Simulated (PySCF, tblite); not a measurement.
# C8H10ClN: infrared bands and NMR shifts

Wanted: the infrared bands and NMR shifts of C8H10ClN (`N#C[C@@H]1[C@H](Cl)CCC12CC2`), by calculation.

Computed with tblite 0.8.0 and PySCF 2.14.0, with density-fitted response routines of our own, on a single molecule in the gas phase. Atoms are numbered from 0 throughout.

## 1. The starting structure

20 atoms, charge 0, multiplicity 1; geometry from: GFN2-xTB.

Bonds of the start (Å): N0–C1 1.14, C1–C2 1.45, C2–C3 1.53, C3–Cl4 1.78, C3–C5 1.52, C5–C6 1.53, C6–C7 1.53, C7–C8 1.50, C8–C9 1.50, C7–C2 1.53, C9–C7 1.50, C2–H10 1.09, C3–H11 1.09, C5–H12 1.09, C5–H13 1.09, C6–H14 1.09, C6–H15 1.09, C8–H16 1.08, C8–H17 1.08, C9–H18 1.08, C9–H19 1.08.

## 2. Harmonic vibrations with GFN2-xTB

Job settings and geometry (Å):

```
{"job": {"kind": "ir", "xc": "GFN2-xTB", "basis": "xTB"}, "charge": 0, "multiplicity": 1}
N     -0.306201    -0.851108     2.965957
C     -0.417022    -0.210730     2.026409
C     -0.511045     0.585843     0.822251
C     -1.764063     0.215316     0.017444
Cl    -3.216515     0.052357     1.040378
C     -1.367110    -1.088407    -0.665069
C      0.078322    -0.831722    -1.108274
C      0.624471     0.207931    -0.132646
C      1.598934     1.251370    -0.590977
C      2.042392     0.171380     0.350366
H     -0.493570     1.641906     1.106537
H     -1.982418     0.996838    -0.713957
H     -1.403127    -1.898194     0.065426
H     -2.025404    -1.339104    -1.494804
H      0.099376    -0.435975    -2.125658
H      0.667065    -1.748916    -1.090326
H      1.503292     2.257203    -0.209425
H      1.939160     1.207249    -1.614961
H      2.242263     0.434242     1.378297
H      2.686053    -0.606803    -0.030005
```

**Question.** This job is followed by: GIAO PBE0/pcSseg-1 NMR shielding, non-relativistic, gas phase. What will the session give for the following? strongest single infrared mode (GFN2-xTB); zero-point energy (GFN2-xTB); 13C shifts against TMS (PBE0/pcSseg-1); 1H shifts against TMS (PBE0/pcSseg-1); 15N shifts against NH3 (PBE0/pcSseg-1); 35Cl shifts against HCl (PBE0/pcSseg-1).

As calculated:

| quantity | value |
| --- | --- |
| strongest single infrared mode (GFN2-xTB) | 2411 cm⁻¹, 142 km/mol |
| zero-point energy (GFN2-xTB) | 101.0 kcal/mol |
| 13C shifts against TMS (PBE0/pcSseg-1) | 123.4, 64.7, 48.9, 40.0, 35.9, 25.1, 22.2, 16.6 ppm |
| 1H shifts against TMS (PBE0/pcSseg-1) | 4.21, 2.53, 2.35, 2.28, 1.99, 1.77, 1.10, 0.75, 0.75, 0.54 ppm |
| 15N shifts against NH3 (PBE0/pcSseg-1) | 308.5 ppm |
| 35Cl shifts against HCl (PBE0/pcSseg-1) | 155 ppm |

**Reading.** All 54 modes are real, so the xTB geometry is a minimum. The strongest single mode, at 2411 cm⁻¹, moves mainly C1 and N0. Unscaled tight-binding wavenumbers are off by several per cent, some by more. Its intensities can rank the bands wrongly. The most deshielded carbon is C1 (nitrile carbon), at 123.4 ppm: this is the usual window of a C≡N carbon, which has no attached hydrogen. The most deshielded hydrogen is H11 (hydrogen on an sp3 CH bonded to Cl), at 4.21 ppm: its carbon carries Cl, which withdraws density. At PBE0/pcSseg-1: The widest tensor belongs to N0: span 500 ppm, with a paramagnetic part of -381 ppm.
